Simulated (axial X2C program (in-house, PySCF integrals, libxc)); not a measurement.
# HfSe: properties at the nuclei

Aim: properties at the nuclei of HfSe, with spin–orbit coupling in the Hamiltonian from the start.

Computed with an in-house X2C program for linear molecules on PySCF integrals. Level: two-component X2C with atomic mean-field terms, Hf dyall-cv3z, Se dyall-cv3z.

All values are calculated.

## 1. Set-up

The input, task.json:

```json
{"zs": [72, 34], "q": 0, "bas": ["dyall-cv3z", "dyall-cv3z"], "r0": 2.35, "levels": ["PBE0", "HF", "B3LYP", "BP86", "r2SCAN"], "nst": 3}
```

Keys: zs atomic numbers; q charge; bas basis sets; r0 starting distance in Å; levels methods (HF also brings MP2); nst determinants followed.

Launch:

```sh
python soeom.py task.json out
```

The runs that follow: Expectation values, lowest determinant; Expectation values, a higher determinant; Expectation values, a higher determinant.

What does the calculation give? Wanted: lowest determinant; qzz Hf; qzz Se; μ; higher determinant; Eeff magnitude; Ws magnitude Hf; A∥/gI Hf (for each run or level that gives them).

As calculated:

| quantity | value |
| --- | --- |
| lowest determinant | Ω = 0 (closed shell) |
| qzz Hf (a.u.), PBE0 | -6.55 |
| qzz Se (a.u.), PBE0 | -1.60 |
| μ (D), PBE0 | -4.08 |
| higher determinant | Ω = 1 (excess of +ω over −ω: ω = -1/2, ω = 3/2) |
| Eeff magnitude (GV/cm), PBE0, higher determinant | 31.1 |
| Ws magnitude Hf (kHz), PBE0, higher determinant | 26.8 |
| A∥/gI Hf (MHz), PBE0, higher determinant | -2920 |
| qzz Hf (a.u.), PBE0, higher determinant | -1.54 |
| higher determinant | Ω = 3 (excess of +ω over −ω: ω = 1/2, ω = 5/2) |
| Eeff magnitude (GV/cm), PBE0, higher determinant | 30.3 |
| Ws magnitude Hf (kHz), PBE0, higher determinant | 8.82 |
| A∥/gI Hf (MHz), PBE0, higher determinant | 1480 |
| qzz Hf (a.u.), PBE0, higher determinant | -1.85 |

In words: The expectation values come from single determinants, which for open shells can mix terms of unlike spin or miss the lowest Ω, so a determinant need not be a state. Eeff is the effective electric field on the electron dipole moment in this Ω state and Ws the scalar–pseudoscalar constant (defined with the proton number Z and per Ω); A∥ is the parallel hyperfine constant, which follows by multiplying with the nuclear g factor gI = μI/(I μN); qzz is the electric field gradient, eQq0 = 234.96 MHz × Q/barn × qzz; μ is positive if Se is the positive end. The operators were transformed with the bare-nucleus X2C matrices.
